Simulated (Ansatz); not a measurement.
# Si3H8O2: a ladder of functionals and wavefunction methods

The task here is to estimate one member of a computed series from the others.

Method: functionals in def2-TZVPP, the program's frozen cores in correlated methods; program: Ansatz 0.2.0, Gaussian basis.

Plan: PBE-D4, r2SCAN-D4, PBE0-D4, B3LYP-D4, ωB97X-V, ωB97M-V, B2PLYP; CCSD(T)/def2-TZVPP; MP2/def2-QZVPP; extrapolation to the limit.

## The geometry

All runs share one geometry, relaxed beforehand with PBE0-D4 in a triple-zeta def2 set.

13 atoms, charge 0, spin multiplicity 1.

Atoms are counted from 1 here; the program's logs count them from 0.

Bond lengths: O1–Si2 1.638 Å, O1–H6 0.958 Å, Si2–O3 1.631 Å, Si2–H7 1.480 Å, Si2–H8 1.482 Å, O3–Si4 1.645 Å, Si4–Si5 2.347 Å, Si4–H9 1.489 Å, Si4–H10 1.487 Å, Si5–H11 1.489 Å, Si5–H12 1.488 Å, Si5–H13 1.488 Å. Angles: Si2–O1–H6 118.3°, O1–Si2–O3 112.4°, O1–Si2–H7 104.9°, O1–Si2–H8 111.0°, O3–Si2–H7 109.8°, O3–Si2–H8 106.2°, H7–Si2–H8 112.7°, Si2–O3–Si4 142.5°, O3–Si4–Si5 111.8°, O3–Si4–H9 109.3°, O3–Si4–H10 107.8°, Si5–Si4–H9 109.7°, Si5–Si4–H10 110.2°, H9–Si4–H10 108.0°, Si4–Si5–H11 108.9°, Si4–Si5–H12 111.0°, Si4–Si5–H13 110.8°, H11–Si5–H12 108.7° and more.

As a file:

```
O    -1.0339    1.8970    1.6665
Si   -1.3739    0.3276    1.3422
O    -1.2336   -0.0232   -0.2447
Si   -0.1268   -0.2108   -1.4469
Si    1.9599   -0.8868   -0.6132
H    -1.6590    2.5657    1.3836
H    -0.3761   -0.4452    2.1158
H    -2.7690   -0.0031    1.7173
H     0.0203    1.0747   -2.1839
H    -0.6533   -1.2270   -2.3963
H     2.9110   -1.0259   -1.7505
H     1.8556   -2.1971    0.0841
H     2.4992    0.1193    0.3411
```

Set-up of the first run:

in.yaml reads:

```yaml
crystal:
  periodic: [false, false, false]
  atoms:
    - {symbol: O, position_ang: [-1.033879, 1.897002, 1.666471]}
    - {symbol: Si, position_ang: [-1.373897, 0.327596, 1.342205]}
    - {symbol: O, position_ang: [-1.233631, -0.023230, -0.244717]}
    - {symbol: Si, position_ang: [-0.126799, -0.210841, -1.446942]}
    - {symbol: Si, position_ang: [1.959943, -0.886799, -0.613218]}
    - {symbol: H, position_ang: [-1.658976, 2.565670, 1.383565]}
    - {symbol: H, position_ang: [-0.376106, -0.445198, 2.115847]}
    - {symbol: H, position_ang: [-2.769009, -0.003054, 1.717330]}
    - {symbol: H, position_ang: [0.020276, 1.074740, -2.183942]}
    - {symbol: H, position_ang: [-0.653286, -1.227004, -2.396319]}
    - {symbol: H, position_ang: [2.911030, -1.025880, -1.750508]}
    - {symbol: H, position_ang: [1.855565, -2.197112, 0.084111]}
    - {symbol: H, position_ang: [2.499168, 0.119312, 0.341117]}
basis:
  gaussian: {orbitals: def2-TZVPP}
hamiltonian: {xc: pbe, dispersion: d4}
output: {forces: true, orbitals: {seedname: orbitals}}
```

Started as:

```console
> ansatz run in.yaml --threads 4 --pin off --events-out ev --progress --plain --max-ram 10444MiB
```

Steps of the session up to this table: PBE-D4 (GGA); r2SCAN-D4 (meta-GGA); PBE0-D4 (hybrid); B3LYP-D4 (hybrid); ωB97X-V (range-separated); ωB97M-V (range-separated); B2PLYP (double hybrid); CCSD(T) in def2-TZVPP; MP2 in def2-QZVPP.

One table of the session follows, with a row left open; its other results are not shown here.

It belongs to the step «Atomisation energies». 

```
            method  atomisation energy (eV)
            PBE-D4                   45.146
         r2SCAN-D4                   45.478
           PBE0-D4                   44.729
          B3LYP-D4                   45.400
           ωB97X-V                        ?
           ωB97M-V                   45.583
            B2PLYP                   44.917
     HF/def2-TZVPP                   33.996
    MP2/def2-TZVPP                   44.774
   CCSD/def2-TZVPP                   43.976
CCSD(T)/def2-TZVPP                   44.456
           MP2/CBS                   46.090
       CCSD(T)/CBS                   45.772
```

**Question.** Estimate the row for ωB97X-V.

**Answer.** atomisation energy (eV): 45.847. In the column «atomisation energy (eV)» it lies between CCSD(T)/CBS (45.772) and MP2/CBS (46.090).

Limits of these values: Free atoms (2 O, 3 Si, 8 H) were run apart at each level; the atomisation energy is their sum less the molecule, without zero-point or spin-orbit terms.
